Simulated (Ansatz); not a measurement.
**CH6AlNO: small, medium and large basis sets**

Aim: see how fast density functionals converge with the basis set for CH6AlNO.

Method: one geometry, several basis sets; program: Ansatz 0.2.0, Gaussian basis.

Plan: PBE0-D4/def2-SVP; ωB97M-V/def2-SVP; PBE0-D4/def2-QZVPP; ωB97M-V/def2-QZVPP; the functionals' def2-TZVPP values are taken from earlier runs.

## (1) The geometry

All runs share one geometry, relaxed beforehand with PBE0-D4 in a triple-zeta def2 set.

10 atoms, charge 0, spin multiplicity 1.

Atoms are counted from 1 here; the program's logs count them from 0.

Bond lengths: O1–C2 1.409 Å, O1–H5 0.962 Å, C2–N3 1.433 Å, C2–H6 1.095 Å, C2–H7 1.099 Å, N3–Al4 1.775 Å, N3–H8 1.011 Å, Al4–H9 1.582 Å, Al4–H10 1.583 Å. Angles: C2–O1–H5 107.4°, O1–C2–N3 113.4°, O1–C2–H6 104.4°, O1–C2–H7 111.0°, N3–C2–H6 111.8°, N3–C2–H7 108.2°, H6–C2–H7 108.0°, C2–N3–Al4 127.9°, C2–N3–H8 111.3°, Al4–N3–H8 120.7°, N3–Al4–H9 117.7°, N3–Al4–H10 116.8°, H9–Al4–H10 125.4°.

## (2) PBE0-D4 in def2-SVP

Input file in.yaml:

```yaml
crystal:
  periodic: [false, false, false]
  atoms:
    - {symbol: O, position_ang: [0.089539, -0.030174, -2.096214]}
    - {symbol: C, position_ang: [0.617023, -0.408973, -0.845380]}
    - {symbol: N, position_ang: [-0.366832, -0.456333, 0.195483]}
    - {symbol: Al, position_ang: [-0.422279, 0.500655, 1.689482]}
    - {symbol: H, position_ang: [-0.356375, 0.813938, -1.977466]}
    - {symbol: H, position_ang: [1.066111, -1.390898, -1.025149]}
    - {symbol: H, position_ang: [1.415586, 0.276558, -0.530585]}
    - {symbol: H, position_ang: [-1.072810, -1.154493, 0.002847]}
    - {symbol: H, position_ang: [-1.603991, 0.217058, 2.701841]}
    - {symbol: H, position_ang: [0.717129, 1.581362, 1.888141]}
basis:
  gaussian: {orbitals: def2-SVP}
hamiltonian: {xc: pbe0, dispersion: d4}
output: {orbitals: {seedname: orbitals}}
```

The run is started by

```sh
$ ansatz run in.yaml --threads 2 --pin off --events-out ev --progress --plain --max-ram 4352MiB
```

The runs that follow: ωB97M-V in def2-SVP; PBE0-D4 in def2-QZVPP; ωB97M-V in def2-QZVPP.

Q: Predict the results of all the runs planned. Wanted: PBE0-D4: double and triple zeta above quadruple; ωB97M-V: double and triple zeta above quadruple.

The runs gave:

```
                                       quantity          value
PBE0-D4: double and triple zeta above quadruple  8.34, 0.49 eV
ωB97M-V: double and triple zeta above quadruple  8.52, 0.47 eV
```

What this shows: For PBE0-D4 the step from double to triple zeta gains 7.85 eV and the next only 0.49 eV. These are total energies; as a rule much of such shifts cancels in differences, which this series doesn't test. The LUMO of ωB97M-V is positive and keeps falling with the basis (0.91 to 0.33 eV): an unbound level that the basis holds in place.
